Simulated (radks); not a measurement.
**Ca⁴⁺ in [He] 2s2 2p4 3s2 3p4 3d2: an all-electron calculation**

An exercise on one series of results from a longer session: the logs are not shown, and one member is left open.

Program: radks (a radial shooting solver on a logarithmic mesh, Libxc functionals) version 1. Level of theory: scalar-relativistic Kohn-Sham, XLYP, spin-polarised, spherical densities, point nucleus; open shells are filled with parallel spins first. These are calculated values, not measurements, unless marked.

**Starting point**

- element: calcium (Z = 20)
- charge: +4
- electrons: 16
- configuration: [He] 2s2 2p4 3s2 3p4 3d2

The outer shells:

Ca⁴⁺
```
[He] core
2s [↑↓]
2p [↑↓][↑ ][↑ ]
3s [↑↓]
3p [↑↓][↑ ][↑ ]
3d [↑ ][↑ ][  ][  ][  ]
```

Set-up of the first run:

Input:

```text
Z 20
configuration [He] 2s2 2p4 3s2 3p4 3d2
relativity scalar-relativistic
functional xlyp
spin polarised
nucleus point
c 137.035999084
```

Among the steps run: Self-consistent calculation.

One of the session's tables, all rows but one given; the rest of the session is left out.

It belongs to the step «Shells». Sizes of the orbitals, from the radial functions (bohr):

| level | <r> | outermost maximum (interpolated) | 90 % within | nodes |
| --- | --- | --- | --- | --- |
| 1s up | 0.07677 | 0.0503 | 0.137 | 0 |
| 1s down | 0.07665 | 0.0502 | 0.137 | 0 |
| 2s up | 0.3509 | 0.293 | 0.544 | 1 |
| 2s down | 0.3526 | 0.294 | 0.546 | 1 |
| 2p up | 0.3102 | 0.237 | 0.508 | 0 |
| 2p down | 0.3125 | 0.239 | 0.512 | 0 |
| 3s up | 1.020 | 0.905 | 1.51 | 2 |
| 3s down | 1.038 | 0.915 | 1.54 | 2 |
| 3p up | 1.052 | 0.912 | 1.59 | 1 |
| 3p down | ? | ? | ? | ? |
| 3d up | 1.093 | 0.848 | 1.76 | 0 |
| 3d down | 1.155 | 0.875 | 1.88 | 0 |

Estimate the missing values for 3p down.

The run gave: <r>: 1.080; outermost maximum (interpolated): 0.927; 90 % within: 1.64; nodes: 1. In the column «<r>» it lies between 3p up (1.052) and 3d up (1.093).
